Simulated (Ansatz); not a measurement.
Mg3Te:

```
CELL_PARAMETERS angstrom
-2.13936 2.13936 5.28249
2.13936 -2.13936 5.28249
2.13936 2.13936 -5.28249
ATOMIC_POSITIONS crystal
Te 0.00000 0.00000 0.00000
Mg 0.25000 0.75000 0.50000
Mg 0.75000 0.25000 0.50000
Mg 0.50000 0.50000 0.00000
```

The cell comes from a database or a generator and needn't be the stable form of this composition.

Program: Ansatz 0.2.0. Alike in all runs: task band structure; level PBEsol; cell as given; smearing fermi-dirac 0.05 eV; basis error allowed 0.002 eV/atom. Hardware: 2 threads of Arm Neoverse V2, on a shared host.

Question: Order these runs on this cell by their wall time, lowest first.
A. potentials or basis all-electron LAPW, relativistic spinors; spin SOC, no magnetisation; k mesh 7 × 7 × 7; cutoff (eV) 145
B. potentials or basis all-electron LAPW, scalar-relativistic; spin off; k mesh 7 × 7 × 7; cutoff (eV) 145
C. potentials or basis all-electron LAPW, non-relativistic; spin off; k mesh 9 × 9 × 9; cutoff (eV) 144

Answer: B (8.7 s), C (21 s), A (76 s).

Caveats: the k mesh is thin for a metal, which can move the energy by tens of meV per atom (some runs); relativity is left out, which matters for the heavier elements (some runs).

Not every run made on this cell is shown here.
